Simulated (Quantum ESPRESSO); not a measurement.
Wanted: the native input for a Quantum ESPRESSO 7.5 run.

- Task: work function
- Functional: PBE
- Potentials or basis: PseudoDojo 0.4.1 SR PBE standard
- Cutoff: 1143 eV
- Density cutoff: 4572 eV
- k mesh: 11 × 11 × 1
- Occupations: fermi-dirac, width 0.05 eV
- Spin: collinear spin, ferromagnetic start
- Starting moments: [2.0, 2.0, 2.0, 2.0, 2.0, 2.0] μB
- Boundary across the vacuum: none
- Mixing mode: local-TF
- Mixing beta: 0.3
- Most SCF iterations: 150
- SCF threshold: 6e-09 Ry

V, a slab with vacuum:

```xyz
6
Lattice="2.6206 0.0000 0.0000 -0.8735 2.4707 0.0000 0.0000 0.0000 25.6985" Properties=species:S:1:pos:R:3 pbc="T T T"
V     0.8735    1.2354    7.5000
V     0.0000    0.0000    9.6397
V     0.8735    1.2354   11.7794
V     0.0000    0.0000   13.9191
V     0.8735    1.2354   16.0588
V     0.0000    0.0000   18.1985
```

The slab is cut from a database's or a generator's crystal, which needn't be the stable form of the element.

The input as run:

pw.in

```
&CONTROL
  calculation = 'scf'
  prefix = 'pwscf'
  outdir = './tmp'
  pseudo_dir = './pseudo'
  tprnfor = .true.
  disk_io = 'low'
/
&SYSTEM
  ibrav = 0
  celldm(1) = 8
  nat = 6
  ntyp = 1
  ecutwfc = 84
  nbnd = 54
  occupations = 'smearing'
  smearing = 'fd'
  degauss = 0.00367493
  nspin = 2
  starting_magnetization(1) = 0.1538
/
&ELECTRONS
  conv_thr = 6d-09
  electron_maxstep = 150
  mixing_beta = 0.3
  mixing_mode = 'local-TF'
/
ATOMIC_SPECIES
V     50.9415 V.upf
CELL_PARAMETERS alat
  0.6190253514933   0.0000000000000   0.0000000000000
 -0.2063417838311   0.5836226983564  -0.0000000000000
  0.0000000000000   0.0000000000000   6.0703968986826
ATOMIC_POSITIONS crystal
V      0.5000000000    0.5000000000    0.2918455369
V      0.0000000000    0.0000000000    0.3751073221
V      0.5000000000    0.5000000000    0.4583691074
V      0.0000000000    0.0000000000    0.5416308926
V      0.5000000000    0.5000000000    0.6248926779
V      0.0000000000    0.0000000000    0.7081544631
K_POINTS automatic
11 11 1 0 0 0
```

pp_density.in

```
&INPUTPP
  prefix = 'pwscf'
  outdir = './tmp'
  filplot = 'density.dat'
  plot_num = 0
/
&PLOT
  nfile = 1
  filepp(1) = 'density.dat'
  iflag = 3
  output_format = 6
  fileout = 'density.cube'
/
```

pp_potential.in

```
&INPUTPP
  prefix = 'pwscf'
  outdir = './tmp'
  filplot = 'potential.dat'
  plot_num = 11
/
&PLOT
  nfile = 1
  filepp(1) = 'potential.dat'
  iflag = 3
  output_format = 6
  fileout = 'potential.cube'
/
```

pp_spin.in

```
&INPUTPP
  prefix = 'pwscf'
  outdir = './tmp'
  filplot = 'spin.dat'
  plot_num = 6
/
&PLOT
  nfile = 1
  filepp(1) = 'spin.dat'
  iflag = 3
  output_format = 6
  fileout = 'spin.cube'
/
```

pp_elf.in

```
&INPUTPP
  prefix = 'pwscf'
  outdir = './tmp'
  filplot = 'elf.dat'
  plot_num = 8
/
&PLOT
  nfile = 1
  filepp(1) = 'elf.dat'
  iflag = 3
  output_format = 6
  fileout = 'elf.cube'
/
```

Potentials or basis: PseudoDojo 0.4.1 SR PBE standard.

The run is started by

```sh
$ OMP_NUM_THREADS=1 mpirun -n 2 pw.x -nk 2 -in pw.in > pw.out
$ OMP_NUM_THREADS=1 mpirun -n 1 pp.x -in pp_density.in > pp_density.out
$ OMP_NUM_THREADS=1 mpirun -n 1 pp.x -in pp_potential.in > pp_potential.out
$ OMP_NUM_THREADS=1 mpirun -n 1 pp.x -in pp_spin.in > pp_spin.out
$ OMP_NUM_THREADS=1 mpirun -n 1 pp.x -in pp_elf.in > pp_elf.out
```

Results of the run:

| Item | Value |
| --- | --- |
| Largest force | 0.595 eV/Å |
| Band gap on the k mesh | none (metal or under the smearing width) |
| Net moment | -0.01 μB per cell |
| Absolute moment | 0.01 μB per cell |
| Valence electrons inside the program's atomic spheres | V 11.23, 11.30 |
| Work function of the upper face | 4.80 eV |
| Work function of the lower face | 4.80 eV |

Run time: 44 min on 2 MPI ranks on Arm Neoverse V1, with other jobs on the host, peak memory 2 GiB a rank.
